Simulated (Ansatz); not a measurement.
## SnTe, space group Fm-3m: a check of PAW against all-electron LAPW, step by step

Program: Ansatz's Python interface.

Interactive session:
```pycon
>>> import ansatz as az
>>> import numpy as np
>>> SMEARING = "fixed"
>>> XC = "PBEsol"
>>> MESH = (6, 6, 6)
>>> def count_gap(report):
...     # lowest empty less highest filled band, counting bands; zero where they overlap
...     return max(report.get("gap_by_band_count_ev") or 0.0, 0.0)
...
>>> vectors = np.array([
...     [0.0, 3.15085, 3.15085],
...     [3.15085, 0.0, 3.15085],
...     [3.15085, 3.15085, 0.0],
... ])
>>> structure = (
...     az.Lattice.of(vectors)
...     .atom("Sn", [0.0, 0.0, 0.0])
...     .atom("Te", [0.5, 0.5, 0.5])
... )
>>> setup = structure.calculation()
>>> setup = setup.occupations(SMEARING)
>>> setup = setup.functional(XC)
>>> setup = setup.kpoints(mesh=MESH).stress()
>>> setup = setup.forces()
>>> setup = setup.band_table()
>>> variants = {
...     "PAW": setup.pseudopotentials("paw"),
...     "LAPW": setup.pseudopotentials("all_electron", lapw=True),
... }
>>> # totals differ by the cores that each treatment holds, so compare what does not depend on them
>>> rows = []
>>> for label, variant in variants.items():
...     report = variant.run(threads=1).report
...     levels = np.array(report["eigenvalues_ev"][0]) - report["fermi_energy_ev"]
...     print(label, "levels at the first k-point near E_F:", np.round(levels[np.abs(levels) < 5], 3))
...     rows.append((label, report["n_electrons"], np.trace(report["stress_gpa"]) / 3, count_gap(report)))
...
DeckWarning: basis.ecutwfc = 420 eV, auto-derived from the records' recommended cutoffs: set by Sn (normal level)
PAW levels at the first k-point near E_F: [-4.671 -2.081 -2.081 -2.081  3.383  3.383  3.383  4.792]
LAPW levels at the first k-point near E_F: [-4.669 -2.081 -2.081 -2.081  3.383  3.383  3.383  4.791  4.791]
>>> for row in rows:
...     print("; ".join(f"{name} = {round(v, 4) if isinstance(v, float) else v}" for name, v in zip(["treatment", "electrons in bands", "P GPa", "gap by band count eV"], row)))
...
treatment = PAW; electrons in bands = 30.0; P GPa = -0.3747; gap by band count eV = 0.1408
treatment = LAPW; electrons in bands = 46.0; P GPa = -0.3671; gap by band count eV = 0.1418
```

PAW gives -0.375 GPa and LAPW -0.367 GPa, 0.008 GPa apart. They took 1.0 and 4.2 s of processor time.

Reading the output:
- Spin-orbit coupling, left out here, can change this gap by several tenths of an eV, and inverted bands can meet off the mesh.
- The computed bands are complete only to about 3.6 eV above the Fermi level.
- With fixed filling the reported Fermi level is the top filled level among the k-points of the SCF.
- Of the deposited cell: the entry's cell lengths or inner coordinates differ somewhat from later room-temperature determinations.
- The structure is a deposited one; some such entries were measured under pressure or heat, so a shift against it needn't be the functional's error alone.
- Gaps and levels are Kohn-Sham values on a finite set of k-points, without spin-orbit coupling.
- Warnings are shown shortened and without file and line.
- Pressure is positive in compression; the treatments may keep other shells as core, so totals and counts of electrons can differ.
- Run time: 6.4 s on 1 thread of Intel(R) Xeon(R) Processor @ 2.30GHz (shared host), peak memory 0.57 GiB.
